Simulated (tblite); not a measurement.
# C5H11BO2: the cost of one run

Programs: tblite 0.8.0 and PySCF 2.14.0, with routines of our own; each step states its level. All values are computed. Atoms count from 0.

### 1 The system as given

19 atoms, charge 0, multiplicity 1; geometry from: start built from the parent or by distance geometry.

### 2 Geometry optimisation with GFN2-xTB

What the job is given:

```
{"job": {"kind": "relax", "xc": "GFN2-xTB", "basis": "xTB"}, "charge": 0, "multiplicity": 1}
C      1.302500    -1.013000    -0.183500
C      1.127900     0.224400     0.326000
B     -0.247000     0.681900     0.874000
O     -1.449000    -0.173800     0.771900
C     -2.146800     0.090400    -0.388600
C     -3.363600    -0.825700    -0.505300
O      2.204600     1.128400     0.453400
C      3.552400     0.873800     0.048900
H      2.250800    -1.362000    -0.545300
H      0.441400    -1.694800    -0.250100
H     -0.372900     1.751400     1.364500
H     -1.513200    -0.094900    -1.297000
H     -2.522300     1.150200    -0.393100
H     -3.016400    -1.886900    -0.515800
H     -3.920100    -0.594500    -1.431200
H     -4.032000    -0.657400     0.392600
H      4.167100     1.762400     0.259200
H      3.953000    -0.012700     0.597600
H      3.564100     0.671300    -1.040000
```

Started as:

```
$ OMP_NUM_THREADS=1 python redox_run.py task.json out
```

The driver reads the jobs from task.json and runs them one after another.

**Question.** How long does this first job take on 1 thread of Arm Neoverse N1, shared host?

About 4.2 s.
